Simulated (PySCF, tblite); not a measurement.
# C2H5F3OSi: geometry, infrared bands and NMR shifts

Wanted: the infrared bands and NMR shifts of C2H5F3OSi (`FC(F)(F)CO[SiH3]`), by calculation.

Computed with tblite 0.8.0 and PySCF 2.14.0, with density-fitted response routines of our own, on a single molecule in the gas phase. Atoms are numbered from 0 throughout.

### 1 Starting geometry

12 atoms, charge 0, multiplicity 1; geometry from: force field or distance geometry start.

Bonds of the start (Å): F0–C1 1.34, C1–F2 1.36, C1–F3 1.35, C1–C4 1.52, C4–O5 1.42, O5–Si6 1.67, C4–H7 1.10, C4–H8 1.10, Si6–H9 1.48, Si6–H10 1.48, Si6–H11 1.48.

### 2 Optimising the geometry with GFN2-xTB

Job settings and geometry (Å):

```
{"job": {"kind": "relax", "xc": "GFN2-xTB", "basis": "xTB"}, "charge": 0, "multiplicity": 1}
F     -2.843600    -0.161600    -0.623300
C     -1.895900    -0.174100     0.322600
F     -1.988500    -1.359700     0.989200
F     -2.170100     0.822600     1.195500
C     -0.515600    -0.007700    -0.296400
O      0.526600    -0.022200     0.671900
Si     2.101000     0.157800     0.151800
H     -0.494300     0.953000    -0.841600
H     -0.355800    -0.823400    -1.022400
H      3.016700     0.109800     1.319200
H      2.216100     1.448500    -0.555800
H      2.404400    -0.943600    -0.792700
```

Run with:

```bash
OMP_NUM_THREADS=1 python probes_run.py task.json out
```

The driver reads the jobs from task.json and runs them one after another.

**Question.** This job is followed by: GFN2-xTB harmonic vibrations, gas phase; GIAO PBE0/pcSseg-1 NMR shielding, non-relativistic, gas phase. What will the session give for the following? strongest single infrared mode (GFN2-xTB); zero-point energy (GFN2-xTB); 13C shifts against TMS (PBE0/pcSseg-1); 1H shifts against TMS (PBE0/pcSseg-1, means over atoms taken as alike); 19F shifts against CFCl3 (PBE0/pcSseg-1, means over atoms taken as alike); 17O shifts against H2O (PBE0/pcSseg-1); 29Si shifts against TMS (PBE0/pcSseg-1).

The runs gave:

| quantity | value |
| --- | --- |
| strongest single infrared mode (GFN2-xTB) | 2231 cm⁻¹, 369 km/mol |
| zero-point energy (GFN2-xTB) | 43.2 kcal/mol |
| 13C shifts against TMS (PBE0/pcSseg-1) | 132.9, 68.2 ppm |
| 1H shifts against TMS (PBE0/pcSseg-1, means over atoms taken as alike) | 4.96, 4.03 ppm |
| 19F shifts against CFCl3 (PBE0/pcSseg-1, means over atoms taken as alike) | -92.4 ppm |
| 17O shifts against H2O (PBE0/pcSseg-1) | 0.2 ppm |
| 29Si shifts against TMS (PBE0/pcSseg-1) | -30.8 ppm |

**Reading.** Over 33 steps the energy fell by 0.197 eV; of the close pairs, C4–O5 changed most, 1.423 to 1.377 Å. No mode is imaginary among the 30: a minimum at this level. The strongest single mode, at 2231 cm⁻¹, moves mainly H11 and H10. GFN2-xTB is a fitted tight-binding method: band positions and strengths are rough. Its intensities can rank the bands wrongly. At PBE0/pcSseg-1: Shielding is most anisotropic at F0, F2, F3 (span 167 ppm, paramagnetic term -209 ppm).
